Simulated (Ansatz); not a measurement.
# C2H7NSi: the cost of one run

All numbers below are computed with Ansatz 0.2.0 (UKS B3LYP/def2-SVP).

## Step 1: The starting structure

Bond lengths: C1–N2 1.416 Å, N2–C3 1.446 Å, N2–Si4 1.680 Å, C1–H5 1.149 Å, C1–H6 1.092 Å, C1–H7 1.116 Å, C3–H8 1.160 Å, C3–H9 1.098 Å, C3–H10 1.100 Å, Si4–H11 1.457 Å. Angles (14 of 16 angles, heavy atoms first): C1–N2–C3 107.4°, C1–N2–Si4 123.9°, C3–N2–Si4 120.5°, N2–C1–H5 111.9°, N2–C1–H6 117.1°, N2–C1–H7 113.0°, N2–C3–H8 111.1°, N2–C3–H9 114.4°, N2–C3–H10 114.8°, N2–Si4–H11 110.2°, H5–C1–H6 104.0°, H5–C1–H7 104.1°, H6–C1–H7 105.5°, H8–C3–H9 101.4°.

As a file:

```xyz
11

C    -0.3272    1.2455   -0.3428
N     0.0052   -0.1278   -0.4388
C     0.5524   -0.5311    0.8377
Si   -0.8264   -1.2295   -1.3968
H    -0.6246    1.6866   -1.3610
H     0.4495    1.9220    0.0209
H    -1.2155    1.4350    0.3059
H     1.4019    0.1842    1.1721
H     1.0759   -1.4959    0.8216
H    -0.1793   -0.5871    1.6570
H    -0.2466   -2.5590   -1.2551
```

## Step 2: Relaxing end A

File input.yaml:

```yaml
crystal:
  periodic: [false, false, false]
  atoms:
    - { symbol: C, position_ang: [-0.3272, 1.2455, -0.3428] }
    - { symbol: "N", position_ang: [0.0052, -0.1278, -0.4388] }
    - { symbol: C, position_ang: [0.5524, -0.5311, 0.8377] }
    - { symbol: Si, position_ang: [-0.8264, -1.2295, -1.3968] }
    - { symbol: H, position_ang: [-0.6246, 1.6866, -1.361] }
    - { symbol: H, position_ang: [0.4495, 1.922, 0.0209] }
    - { symbol: H, position_ang: [-1.2155, 1.435, 0.3059] }
    - { symbol: H, position_ang: [1.4019, 0.1842, 1.1721] }
    - { symbol: H, position_ang: [1.0759, -1.4959, 0.8216] }
    - { symbol: H, position_ang: [-0.1793, -0.5871, 1.657] }
    - { symbol: H, position_ang: [-0.2466, -2.559, -1.2551] }
magnetization:
  spin_polarized: true
basis:
  gaussian: { orbitals: def2-SVP }
hamiltonian:
  xc: b3lyp
relax:
  f_tol: 0.02
  max_steps: 50
```

Command:

```console
ansatz run input.yaml --threads 2 --pin off --max-ram 3072MiB --backend cpu --events-out ev --progress --plain --runs-dir out
```

Q: Estimate wall time and peak memory on 2 threads of Arm Neoverse V1, shared host.

About 26 s, with a peak of 0.25 GiB.
